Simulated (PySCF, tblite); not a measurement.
# C₄HF₅: dynamics, then NMR shifts on frames

How do NMR shifts of C₄HF₅ (`FC(F)C#CC(F)(F)F`) change as the atoms move?

Computed with tblite 0.8.0 and PySCF 2.14.0, with density-fitted response routines of our own, on a single molecule in the gas phase. Atoms count from 0, in the outputs and in this text.

**1. The starting structure**

10 atoms, charge 0, multiplicity 1; geometry from: GFN2-xTB.

Bonds of the start (Å): F0–C1 1.35, C1–F2 1.35, C1–C3 1.46, C3–C4 1.20, C4–C5 1.46, C5–F6 1.34, C5–F7 1.34, C5–F8 1.34, C1–H9 1.10.

**2. Dynamics with GFN2-xTB**

The job: settings as JSON, then the geometry in Å.

```
{"job": {"kind": "md", "xc": "GFN2-xTB", "basis": "xTB", "temperature": 300, "steps": 2000, "every": 50, "frames": 5}, "charge": 0, "multiplicity": 1}
F     -2.327590    -0.305161    -1.457994
C     -2.018748     0.249195    -0.266125
F     -2.314174     1.564003    -0.349771
C     -0.604861     0.056238     0.040920
C      0.568392    -0.077258     0.244260
C      1.985627    -0.269492     0.549020
F      2.285900    -1.566920     0.684299
F      2.773445     0.223252    -0.410562
F      2.325424     0.335194     1.693705
H     -2.664532    -0.204395     0.507248
```

With the program's defaults for keys left out, this is: GFN2-xTB Langevin dynamics, gas phase.

Command:

```sh
> OMP_NUM_THREADS=1 python probes_run.py task.json out
```

One launch serves the whole session: the jobs run in the order shown.

Output:

```text
t/fs     T/K      E/eV
    0.0   254.2   -888.71321
   25.0   114.2   -888.43201
   50.0   180.8   -888.55884
   75.0   188.4   -888.59851
  100.0   148.1   -888.52920
  125.0   162.0   -888.58498
  150.0   183.6   -888.52408
  175.0   142.8   -888.44084
  200.0   194.5   -888.43687
  225.0   324.4   -888.48339
  250.0   313.7   -888.41627
  275.0   306.4   -888.28109
  300.0   265.1   -888.31427
  325.0   247.3   -888.42283
  350.0   294.6   -888.45043
  375.0   395.4   -888.49813
  400.0   167.9   -888.45546
  425.0   216.6   -888.49439
  450.0   180.2   -888.35863
  475.0   137.6   -888.39107
  500.0   240.3   -888.40792
  525.0   274.9   -888.33925
  550.0   287.7   -888.48550
  575.0   241.9   -888.36740
  600.0   344.3   -888.37760
  625.0   361.1   -888.43126
  650.0   220.1   -888.28889
  675.0   359.4   -888.35210
  700.0   279.1   -888.34121
  725.0   368.4   -888.41802
  750.0   276.6   -888.34259
  775.0   347.2   -888.45262
  800.0   360.2   -888.54063
  825.0   379.4   -888.40546
  850.0   433.9   -888.45967
  875.0   248.2   -888.44286
  900.0   245.0   -888.54337
  925.0   264.3   -888.50696
  950.0   173.5   -888.43839
  975.0   221.4   -888.44549
 1000.0   297.7   -888.47360
```

Wall time 8.1 s (1 thread of INTEL XEON PLATINUM 8581C at 2.10GHz, shared host); peak memory 0.18 GiB.

Distance from the start (root mean square after alignment): 0 fs 0.00 Å, 200 fs 0.18 Å, 400 fs 0.16 Å, 600 fs 0.26 Å, 800 fs 0.38 Å, 1000 fs 0.70 Å.

Positions (Å) and forces (eV/Å) at 1000 fs:

```xyz
10

F    -2.727    0.328   -1.418    0.492    0.518    0.490
C    -2.541    0.590   -0.072    0.233   -1.593   -0.474
F    -2.859    1.841    0.177   -0.370    0.653    0.013
C    -1.162    0.301    0.360   -1.023    0.117   -0.614
C    -0.069   -0.034    0.700    0.213    0.081   -0.285
C     1.370   -0.182    0.867   -0.669   -0.756   -0.594
F     1.663   -0.666    2.052    0.544   -0.201    0.662
F     1.826   -1.107   -0.054    0.069    1.211    0.641
F     1.928    1.020    0.739    0.605   -0.377   -0.301
H    -3.236   -0.141    0.385   -0.094    0.348    0.462
```

**3. NMR shieldings: 250 fs, PBE0/pcSseg-1**

The job: settings as JSON, then the geometry in Å.

```
{"job": {"kind": "nmr", "xc": "PBE0", "basis": "pcSseg-1", "pop": false}, "charge": 0, "multiplicity": 1}
F     -2.565700    -0.215300    -1.465400
C     -2.069000     0.153900    -0.271500
F     -2.416100     1.435000    -0.112600
C     -0.624600    -0.080000    -0.119900
C      0.589800    -0.050900    -0.032600
C      1.991200    -0.276400     0.355800
F      2.330700    -1.517400     0.420500
F      2.890000     0.341000    -0.486000
F      2.111600     0.235500     1.538400
H     -2.521700    -0.529300     0.559200
```

Method: GIAO PBE0/pcSseg-1 NMR shielding, non-relativistic, gas phase.

Output:

```text
coarse grid: 10400 points
cycle   1  E = -651.1572786846  dE =  1.696e+00  |g| = 1.105e+00  |ddm| = 3.233e+00
cycle   2  E = -650.9714166102  dE =  1.859e-01  |g| = 1.604e+00  |ddm| = 1.906e+00
cycle   3  E = -651.3605564563  dE = -3.891e-01  |g| = 9.215e-02  |ddm| = 1.181e+00
cycle   4  E = -651.3611109386  dE = -5.545e-04  |g| = 7.158e-02  |ddm| = 1.601e-01
cycle   5  E = -651.3620149825  dE = -9.040e-04  |g| = 3.163e-02  |ddm| = 6.420e-02
cycle   6  E = -651.3622442297  dE = -2.292e-04  |g| = 4.612e-03  |ddm| = 2.631e-02
cycle   7  E = -651.3622475926  dE = -3.363e-06  |g| = 1.757e-03  |ddm| = 3.930e-03
final grid: 108224 points
cycle   8  E = -651.4466275663  dE = -4.279e-05  |g| = 6.787e-03  |ddm| = 3.555e-02
cycle   9  E = -651.4466198777  dE =  7.689e-06  |g| = 1.006e-02  |ddm| = 1.447e-02
cycle  10  E = -651.4466354112  dE = -1.553e-05  |g| = 8.866e-04  |ddm| = 8.182e-03
cycle  11  E = -651.4466354759  dE = -6.474e-08  |g| = 6.878e-04  |ddm| = 9.623e-04
cycle  12  E = -651.4466355857  dE = -1.098e-07  |g| = 1.461e-04  |ddm| = 5.138e-04
cycle  13  E = -651.4466355900  dE = -4.306e-09  |g| = 3.716e-05  |ddm| = 1.212e-04
cycle  14  E = -651.4466355902  dE = -2.044e-10  |g| = 9.160e-06  |ddm| = 3.527e-05
converged SCF energy = -651.4466355902

GIAO shielding tensors (ppm)
atom      isotropic    diamagn.    paramagn.     s11        s22        s33       span
  0 F      303.328     469.528    -166.200    182.684    334.701    392.598    209.914
  1 C       77.672     235.736    -158.064     60.286     65.062    107.668     47.382
  2 F      299.228     470.578    -171.350    181.078    329.613    386.994    205.917
  3 C       98.700     266.886    -168.186     11.341     22.626    262.132    250.791
  4 C       99.186     259.692    -160.506     17.403     25.322    254.833    237.430
  5 C       67.633     243.331    -175.699     56.285     68.882     77.732     21.447
  6 F      252.190     470.970    -218.780    189.377    245.118    322.074    132.697
  7 F      233.750     472.336    -238.586    133.204    200.203    367.843    234.639
  8 F      243.545     472.613    -229.069    170.526    242.894    317.214    146.688
  9 H       23.979      24.290      -0.311     20.932     23.019     27.986      7.054
```

Wall time 14 s (1 thread of INTEL XEON PLATINUM 8581C at 2.10GHz, shared host); peak memory 0.71 GiB.

Shifts follow as δ = σ(reference) − σ, with reference shieldings (ppm) from runs at the same level and on the same kind of geometry: 1H TMS 31.72, 13C TMS 186.9, 19F CFCl3 170.9. The references are single molecules in the gas phase, so shifts against H2O, NH3, PH3, H3PO4 or CFCl3 are not on the usual liquid scales and can be off by tens of ppm. Each atom is listed at this fixed geometry, with no averaging over motion; a spectrum would average atoms that exchange fast.

| atoms | environment | σ (ppm) | δ (ppm) |
| --- | --- | --- | --- |
| C5 | CF3 carbon | 67.6 | 119.3 |
| C1 | propargylic sp3 CH bonded to 2 F | 77.7 | 109.3 |
| C3 | alkyne carbon | 98.7 | 88.2 |
| C4 | alkyne carbon | 99.2 | 87.7 |
| H9 | hydrogen on a propargylic sp3 CH bonded to 2 F | 23.98 | 7.74 |
| F7 | fluorine of a CF3 group | 233.8 | -62.8 |
| F8 | fluorine of a CF3 group | 243.5 | -72.6 |
| F6 | fluorine of a CF3 group | 252.2 | -81.2 |
| F2 | fluorine of a CF2 group | 299.2 | -128.3 |
| F0 | fluorine of a CF2 group | 303.3 | -132.4 |

**4. Shielding tensors: 425 fs, PBE0/pcSseg-1**

The job: settings as JSON, then the geometry in Å.

```
{"job": {"kind": "nmr", "xc": "PBE0", "basis": "pcSseg-1", "pop": false}, "charge": 0, "multiplicity": 1}
F     -2.445200    -0.129900    -1.509900
C     -2.115300     0.159900    -0.219300
F     -2.289700     1.482700    -0.013700
C     -0.771000    -0.213100     0.120000
C      0.377700    -0.533100     0.289600
C      1.860300    -0.700400     0.143300
F      2.137000    -1.991500    -0.069500
F      2.254200     0.074000    -0.818700
F      2.546900    -0.354800     1.262500
H     -2.853800    -0.327300     0.463600
```

With the program's defaults for keys left out, this is: GIAO PBE0/pcSseg-1 NMR shielding, non-relativistic, gas phase.

Output:

```text
coarse grid: 10400 points
cycle   1  E = -651.1535794348  dE =  1.645e+00  |g| = 1.115e+00  |ddm| = 3.237e+00
cycle   2  E = -650.9489216667  dE =  2.047e-01  |g| = 1.648e+00  |ddm| = 1.855e+00
cycle   3  E = -651.3622549514  dE = -4.133e-01  |g| = 1.055e-01  |ddm| = 1.121e+00
cycle   4  E = -651.3625216604  dE = -2.667e-04  |g| = 9.572e-02  |ddm| = 1.371e-01
cycle   5  E = -651.3645108442  dE = -1.989e-03  |g| = 2.928e-02  |ddm| = 7.063e-02
cycle   6  E = -651.3646990998  dE = -1.883e-04  |g| = 3.346e-03  |ddm| = 2.431e-02
cycle   7  E = -651.3647008343  dE = -1.734e-06  |g| = 1.379e-03  |ddm| = 2.908e-03
final grid: 108224 points
cycle   8  E = -651.4527397158  dE = -5.357e-05  |g| = 7.190e-03  |ddm| = 4.973e-02
cycle   9  E = -651.4527321128  dE =  7.603e-06  |g| = 1.044e-02  |ddm| = 1.388e-02
cycle  10  E = -651.4527488179  dE = -1.671e-05  |g| = 5.054e-04  |ddm| = 7.290e-03
cycle  11  E = -651.4527488646  dE = -4.671e-08  |g| = 2.016e-04  |ddm| = 6.157e-04
cycle  12  E = -651.4527488704  dE = -5.821e-09  |g| = 8.872e-05  |ddm| = 1.744e-04
cycle  13  E = -651.4527488716  dE = -1.129e-09  |g| = 3.451e-05  |ddm| = 7.394e-05
cycle  14  E = -651.4527488718  dE = -2.410e-10  |g| = 1.399e-05  |ddm| = 2.842e-05
converged SCF energy = -651.4527488718

GIAO shielding tensors (ppm)
atom      isotropic    diamagn.    paramagn.     s11        s22        s33       span
  0 F      293.996     470.981    -176.986    161.834    341.002    379.151    217.317
  1 C       78.643     235.322    -156.679     58.670     75.130    102.130     43.459
  2 F      300.807     471.921    -171.114    170.720    331.993    399.709    228.989
  3 C      100.675     263.612    -162.937     14.419     20.807    266.797    252.378
  4 C       96.151     259.018    -162.867     15.353     19.061    254.040    238.687
  5 C       63.444     245.535    -182.091     51.119     67.119     72.095     20.975
  6 F      241.009     471.569    -230.559    159.504    223.921    339.603    180.099
  7 F      236.433     474.265    -237.832    174.740    225.022    309.538    134.799
  8 F      236.133     472.473    -236.340    145.845    209.676    352.876    207.031
  9 H       24.954      25.199      -0.244     22.404     23.020     29.438      7.033
```

Wall time 14 s (1 thread of INTEL XEON PLATINUM 8581C at 2.10GHz, shared host); peak memory 0.77 GiB.

This run: δ C5 123.5, C1 108.3, C4 90.8, C3 86.3, H9 6.76 ppm.

**5. Nuclear shieldings: 625 fs, PBE0/pcSseg-1**

The job: settings as JSON, then the geometry in Å.

```
{"job": {"kind": "nmr", "xc": "PBE0", "basis": "pcSseg-1", "pop": false}, "charge": 0, "multiplicity": 1}
F     -2.529700    -0.119500    -1.362900
C     -2.127200    -0.014500    -0.053900
F     -2.197500     1.300300     0.259200
C     -0.736100    -0.326700     0.210500
C      0.477800    -0.446200     0.262300
C      1.938400    -0.704900     0.373200
F      2.114900    -2.050300     0.619500
F      2.517400    -0.560900    -0.857600
F      2.619600    -0.012900     1.259700
H     -2.781100    -0.687800     0.539600
```

Method: GIAO PBE0/pcSseg-1 NMR shielding, non-relativistic, gas phase.

Output:

```text
coarse grid: 10400 points
cycle   1  E = -651.1370838404  dE =  1.520e+00  |g| = 1.137e+00  |ddm| = 3.270e+00
cycle   2  E = -650.8829377427  dE =  2.541e-01  |g| = 1.756e+00  |ddm| = 2.080e+00
cycle   3  E = -651.3570378329  dE = -4.741e-01  |g| = 1.208e-01  |ddm| = 1.267e+00
cycle   4  E = -651.3571880845  dE = -1.503e-04  |g| = 1.145e-01  |ddm| = 1.715e-01
cycle   5  E = -651.3600975001  dE = -2.909e-03  |g| = 3.165e-02  |ddm| = 8.183e-02
cycle   6  E = -651.3603132563  dE = -2.158e-04  |g| = 4.016e-03  |ddm| = 2.966e-02
cycle   7  E = -651.3603154286  dE = -2.172e-06  |g| = 1.877e-03  |ddm| = 3.756e-03
final grid: 108224 points
cycle   8  E = -651.4476275221  dE = -4.997e-05  |g| = 7.930e-03  |ddm| = 4.079e-02
cycle   9  E = -651.4476173490  dE =  1.017e-05  |g| = 1.176e-02  |ddm| = 1.498e-02
cycle  10  E = -651.4476387965  dE = -2.145e-05  |g| = 6.409e-04  |ddm| = 8.434e-03
cycle  11  E = -651.4476388710  dE = -7.454e-08  |g| = 2.355e-04  |ddm| = 7.688e-04
cycle  12  E = -651.4476388780  dE = -6.984e-09  |g| = 1.241e-04  |ddm| = 2.190e-04
cycle  13  E = -651.4476388804  dE = -2.389e-09  |g| = 4.635e-05  |ddm| = 1.029e-04
cycle  14  E = -651.4476388808  dE = -4.632e-10  |g| = 1.695e-05  |ddm| = 3.851e-05
converged SCF energy = -651.4476388808

GIAO shielding tensors (ppm)
atom      isotropic    diamagn.    paramagn.     s11        s22        s33       span
  0 F      284.965     471.576    -186.611    148.585    342.749    363.562    214.978
  1 C       76.323     237.895    -161.572     56.100     68.352    104.517     48.416
  2 F      286.211     473.830    -187.618    157.558    329.797    371.279    213.721
  3 C       99.851     266.350    -166.499     13.334     21.493    264.726    251.391
  4 C      100.221     257.262    -157.041     19.236     30.593    250.834    231.598
  5 C       59.147     242.195    -183.048     48.832     63.053     65.557     16.725
  6 F      203.370     472.472    -269.101     98.528    166.482    345.101    246.574
  7 F      214.508     473.386    -258.878    113.335    190.225    339.965    226.630
  8 F      246.339     470.704    -224.365    175.365    239.571    324.081    148.716
  9 H       24.997      24.896       0.101     21.918     24.061     29.013      7.094
```

It took 14 s on 1 thread of INTEL XEON PLATINUM 8581C at 2.10GHz, shared host; peak memory 0.77 GiB.

Key values: δ C5 127.8, C1 110.6, C3 87.1, C4 86.7, H9 6.72 ppm.

**6. Nuclear shieldings: 800 fs, PBE0/pcSseg-1**

The job: settings as JSON, then the geometry in Å.

```
{"job": {"kind": "nmr", "xc": "PBE0", "basis": "pcSseg-1", "pop": false}, "charge": 0, "multiplicity": 1}
F     -2.708600     0.068600    -1.147800
C     -2.204500     0.352100     0.083800
F     -2.592600     1.574400     0.343400
C     -0.792400     0.097900     0.156400
C      0.387100    -0.131800     0.262200
C      1.757400    -0.450500     0.624700
F      1.870800    -1.527800     1.424100
F      2.474300    -0.628200    -0.501600
F      2.350200     0.561100     1.257000
H     -2.798500    -0.342100     0.796400
```

With the program's defaults for keys left out, this is: GIAO PBE0/pcSseg-1 NMR shielding, non-relativistic, gas phase.

Output:

```text
coarse grid: 10400 points
cycle   1  E = -651.1550811735  dE =  1.685e+00  |g| = 1.117e+00  |ddm| = 3.294e+00
cycle   2  E = -650.9480641779  dE =  2.070e-01  |g| = 1.655e+00  |ddm| = 2.151e+00
cycle   3  E = -651.3635310993  dE = -4.155e-01  |g| = 1.006e-01  |ddm| = 1.272e+00
cycle   4  E = -651.3638220855  dE = -2.910e-04  |g| = 8.980e-02  |ddm| = 1.411e-01
cycle   5  E = -651.3655047211  dE = -1.683e-03  |g| = 3.038e-02  |ddm| = 6.929e-02
cycle   6  E = -651.3657127831  dE = -2.081e-04  |g| = 3.109e-03  |ddm| = 2.659e-02
cycle   7  E = -651.3657143264  dE = -1.543e-06  |g| = 1.333e-03  |ddm| = 3.213e-03
final grid: 108224 points
cycle   8  E = -651.4525973181  dE = -5.007e-05  |g| = 6.680e-03  |ddm| = 6.148e-02
cycle   9  E = -651.4525905118  dE =  6.806e-06  |g| = 9.761e-03  |ddm| = 1.413e-02
cycle  10  E = -651.4526051154  dE = -1.460e-05  |g| = 5.254e-04  |ddm| = 7.616e-03
cycle  11  E = -651.4526051305  dE = -1.507e-08  |g| = 4.441e-04  |ddm| = 6.450e-04
cycle  12  E = -651.4526051675  dE = -3.705e-08  |g| = 1.789e-04  |ddm| = 3.624e-04
cycle  13  E = -651.4526051748  dE = -7.281e-09  |g| = 3.452e-05  |ddm| = 1.336e-04
cycle  14  E = -651.4526051750  dE = -1.901e-10  |g| = 9.855e-06  |ddm| = 3.110e-05
converged SCF energy = -651.4526051750

GIAO shielding tensors (ppm)
atom      isotropic    diamagn.    paramagn.     s11        s22        s33       span
  0 F      296.151     471.254    -175.103    160.793    344.031    383.628    222.834
  1 C       79.376     234.439    -155.064     61.229     76.093    100.805     39.577
  2 F      313.154     468.761    -155.607    209.048    318.079    412.335    203.287
  3 C      101.300     260.114    -158.815     19.525     21.495    262.879    243.354
  4 C      101.175     254.052    -152.877     21.389     27.615    254.522    233.133
  5 C       63.204     244.298    -181.094     51.916     66.525     71.172     19.256
  6 F      229.509     472.480    -242.970    143.958    206.050    338.519    194.561
  7 F      236.049     473.199    -237.150    140.609    224.839    342.698    202.089
  8 F      233.280     472.276    -238.996    148.589    219.757    331.493    182.904
  9 H       23.962      24.702      -0.740     21.371     22.307     28.210      6.839
```

Run time: 14 s. Hardware: 1 thread of INTEL XEON PLATINUM 8581C at 2.10GHz, shared host; peak memory 0.77 GiB.

In short: δ C5 123.7, C1 107.5, C4 85.8, C3 85.6, H9 7.75 ppm.

**7. NMR shieldings: 1000 fs, PBE0/pcSseg-1**

The job: settings as JSON, then the geometry in Å.

```
{"job": {"kind": "nmr", "xc": "PBE0", "basis": "pcSseg-1", "pop": false}, "charge": 0, "multiplicity": 1}
F     -2.727100     0.327500    -1.417600
C     -2.540600     0.590000    -0.071800
F     -2.859400     1.841100     0.177500
C     -1.162300     0.300600     0.359600
C     -0.068500    -0.033900     0.699600
C      1.370400    -0.182500     0.867400
F      1.663200    -0.666300     2.052000
F      1.826200    -1.107100    -0.054500
F      1.927600     1.019600     0.738900
H     -3.235500    -0.141400     0.385400
```

With the program's defaults for keys left out, this is: GIAO PBE0/pcSseg-1 NMR shielding, non-relativistic, gas phase.

Output:

```text
coarse grid: 10400 points
cycle   1  E = -651.1525686979  dE =  1.647e+00  |g| = 1.117e+00  |ddm| = 3.266e+00
cycle   2  E = -650.9461206712  dE =  2.064e-01  |g| = 1.653e+00  |ddm| = 1.846e+00
cycle   3  E = -651.3631478171  dE = -4.170e-01  |g| = 9.759e-02  |ddm| = 1.126e+00
cycle   4  E = -651.3639004341  dE = -7.526e-04  |g| = 7.284e-02  |ddm| = 1.331e-01
cycle   5  E = -651.3648465689  dE = -9.461e-04  |g| = 3.036e-02  |ddm| = 5.916e-02
cycle   6  E = -651.3650562559  dE = -2.097e-04  |g| = 4.601e-03  |ddm| = 2.373e-02
cycle   7  E = -651.3650595964  dE = -3.340e-06  |g| = 1.925e-03  |ddm| = 4.195e-03
final grid: 108224 points
cycle   8  E = -651.4520307353  dE = -5.035e-05  |g| = 7.551e-03  |ddm| = 5.251e-02
cycle   9  E = -651.4520206641  dE =  1.007e-05  |g| = 1.132e-02  |ddm| = 1.361e-02
cycle  10  E = -651.4520407996  dE = -2.014e-05  |g| = 9.875e-04  |ddm| = 7.540e-03
cycle  11  E = -651.4520408875  dE = -8.789e-08  |g| = 7.424e-04  |ddm| = 1.074e-03
cycle  12  E = -651.4520410112  dE = -1.237e-07  |g| = 1.694e-04  |ddm| = 5.317e-04
cycle  13  E = -651.4520410171  dE = -5.828e-09  |g| = 4.393e-05  |ddm| = 1.284e-04
cycle  14  E = -651.4520410174  dE = -2.865e-10  |g| = 1.122e-05  |ddm| = 3.773e-05
converged SCF energy = -651.4520410174

GIAO shielding tensors (ppm)
atom      isotropic    diamagn.    paramagn.     s11        s22        s33       span
  0 F      289.684     472.479    -182.796    144.470    341.706    382.874    238.404
  1 C       77.621     236.889    -159.268     56.408     75.536    100.919     44.511
  2 F      315.917     467.927    -152.010    211.672    321.896    414.182    202.511
  3 C       98.641     260.952    -162.311     17.493     20.225    258.206    240.713
  4 C      103.230     258.252    -155.023     21.653     26.228    261.808    240.155
  5 C       62.872     244.797    -181.925     50.104     68.011     70.501     20.397
  6 F      255.462     470.503    -215.040    178.266    260.442    327.679    149.413
  7 F      216.548     475.289    -258.740    114.680    183.392    351.573    236.893
  8 F      229.186     473.737    -244.551    150.750    211.508    325.299    174.549
  9 H       24.900      25.824      -0.925     22.135     23.675     28.889      6.754
```

Wall time 14 s (1 thread of INTEL XEON PLATINUM 8581C at 2.10GHz, shared host); peak memory 0.77 GiB.

Key values: δ C5 124.1, C1 109.3, C3 88.3, C4 83.7, H9 6.82 ppm.

**8. Side by side: NMR shifts**

Shifts (ppm) of some atoms, chosen among heavy atoms and hydrogens apart, with basis size and wall time:

| frame | H9 | F7 | F8 | F6 | F2 | F0 | functions | time |
| --- | --- | --- | --- | --- | --- | --- | --- | --- |
| 250 fs | 7.74 | -62.8 | -72.6 | -81.2 | -128.3 | -132.4 | 158 | 14 s |
| 425 fs | 6.76 | -65.5 | -65.2 | -70.1 | -129.9 | -123.0 | 158 | 14 s |
| 625 fs | 6.72 | -43.6 | -75.4 | -32.4 | -115.3 | -114.0 | 158 | 14 s |
| 800 fs | 7.75 | -65.1 | -62.3 | -58.6 | -142.2 | -125.2 | 158 | 14 s |
| 1000 fs | 6.82 | -45.6 | -58.2 | -84.5 | -145.0 | -118.7 | 158 | 14 s |

**9. What came out**

| quantity | value |
| --- | --- |
| thermostat | 300 K |
| mean temperature, second half | 296 K |
| mean potential energy above the minimum | 0.29 eV |
| 13C shifts against TMS (PBE0/pcSseg-1, 250 fs) | 119.3, 109.3, 88.2, 87.7 ppm |
| 1H shifts against TMS (PBE0/pcSseg-1, 250 fs) | 7.74 ppm |
| 19F shifts against CFCl3 (PBE0/pcSseg-1, 250 fs) | -62.8, -72.6, -81.2, -128.3, -132.4 ppm |
| range of the shift of F6 | -84.5 to -32.4 ppm |

What this shows: In the second half the potential energy averages 0.29 eV above the minimum; equipartition over 24 harmonic modes at 300 K would give 0.31 eV. With 10 atoms the temperature swings widely (114 to 434 K). Shifts at one fixed geometry are not the observed spectrum, which averages over the motion. In the first frame run (250 fs): The largest span, 251 ppm, is at C3, where the paramagnetic term is -168 ppm. Across the 5 runs the shift of F6 moves most, between -84.5 (1000 fs) and -32.4 ppm (625 fs).
